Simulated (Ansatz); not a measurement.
# BCl₂GeH₅Si: one species, many methods

Aim: compute BCl₂GeH₅Si with functionals from several rungs and with coupled cluster. The yardstick is the atomisation energy at the CCSD(T) limit.

The runs use Ansatz 0.2.0, Gaussian basis; functionals in def2-TZVPP, the program's frozen cores in correlated methods.

Levels to be run: PBE-D4, r2SCAN-D4, PBE0-D4, B3LYP-D4, ωB97X-V, ωB97M-V, B2PLYP; CCSD(T)/def2-TZVPP; MP2/def2-QZVPP; extrapolation to the limit.

## 1. The relaxed structure

The geometry comes from an earlier relaxation with PBE0-D4 in a triple-zeta def2 set; it is a stationary point, not always the lowest conformer.

10 atoms, charge 0, spin multiplicity 1.

Atoms are counted from 1 here; the program's logs count them from 0.

Bond lengths: Si1–Ge2 2.388 Å, Si1–H6 1.484 Å, Si1–H7 1.485 Å, Si1–H8 1.487 Å, Ge2–Cl3 2.173 Å, Ge2–B4 2.061 Å, Ge2–H9 1.541 Å, B4–Cl5 1.726 Å, B4–H10 1.194 Å. Angles: Ge2–Si1–H6 109.3°, Ge2–Si1–H7 108.9°, Ge2–Si1–H8 109.4°, H6–Si1–H7 110.0°, H6–Si1–H8 109.7°, H7–Si1–H8 109.4°, Si1–Ge2–Cl3 105.5°, Si1–Ge2–B4 113.5°, Si1–Ge2–H9 110.6°, Cl3–Ge2–B4 109.5°, Cl3–Ge2–H9 105.9°, B4–Ge2–H9 111.4°, Ge2–B4–Cl5 121.3°, Ge2–B4–H10 121.0°, Cl5–B4–H10 117.7°.

## 2. PBE-D4 (GGA)

Input file in.yaml:

```yaml
crystal:
  periodic: [false, false, false]
  atoms:
    - {symbol: Si, position_ang: [-1.595567, 0.772310, -0.192944]}
    - {symbol: Ge, position_ang: [0.562314, -0.151581, -0.633604]}
    - {symbol: Cl, position_ang: [0.191731, -2.022569, -1.674823]}
    - {symbol: B, position_ang: [1.662110, -0.519089, 1.070053]}
    - {symbol: Cl, position_ang: [1.927012, -2.127843, 1.635181]}
    - {symbol: H, position_ang: [-2.326665, 0.943173, -1.473092]}
    - {symbol: H, position_ang: [-2.341179, -0.151052, 0.698967]}
    - {symbol: H, position_ang: [-1.441747, 2.090870, 0.477669]}
    - {symbol: H, position_ang: [1.339782, 0.736355, -1.625110]}
    - {symbol: H, position_ang: [2.105210, 0.378228, 1.720800]}
basis:
  gaussian: {orbitals: def2-TZVPP}
hamiltonian: {xc: pbe, dispersion: d4}
output: {forces: true, orbitals: {seedname: orbitals}}
```

The run is started by

```sh
$ ansatz run in.yaml --threads 2 --pin off --events-out ev --progress --plain --max-ram 31744MiB --backend cuda --devices 0, --max-vram 18GiB
```

The runs that follow: r2SCAN-D4 (meta-GGA); PBE0-D4 (hybrid); B3LYP-D4 (hybrid); ωB97X-V (range-separated); ωB97M-V (range-separated); B2PLYP (double hybrid); CCSD(T) in def2-TZVPP; MP2 in def2-QZVPP.

Before running them: what should the planned runs give, taken together? Wanted: atomisation energy, CCSD(T)/CBS; farthest; mean size of error, hybrid; mean size of error, range-separated; gap, smallest and largest; T1 diagnostic; triples share of the correlation energy.

As calculated:

```
                               quantity                                                   value
        atomisation energy, CCSD(T)/CBS                                           2959.7 kJ/mol
 functionals within 29.6 kJ/mol (1.0 %)  PBE-D4, r2SCAN-D4, PBE0-D4, B3LYP-D4, ωB97X-V, ωB97M-V
                               farthest                                   B2PLYP (-53.1 kJ/mol)
             mean size of error, hybrid                                             13.0 kJ/mol
    mean size of error, range-separated                                             13.1 kJ/mol
              gap, smallest and largest                     3.18 eV (PBE-D4), 9.64 eV (ωB97X-V)
                          T1 diagnostic                                                  0.0124
triples share of the correlation energy                                                   3.9 %
```

**Reading.** PBE-D4 misses by +9.9 kJ/mol. Double hybrids carry the basis error of their MP2 part in triple zeta, and no dispersion term here, so their miss is partly the set-up's. The reference freezes the cores and leaves out relativity and excitations past (T), and its outer-core shells are covered unevenly, so misses under about 29.6 kJ/mol can't be ranked. Hartree-Fock recovers 76 % of the binding; the rest is correlation. Orbital gaps span 3.2 to 9.6 eV; exact exchange widens them. Correlated methods include outer-core shells of Ge, which these sets cover unevenly.
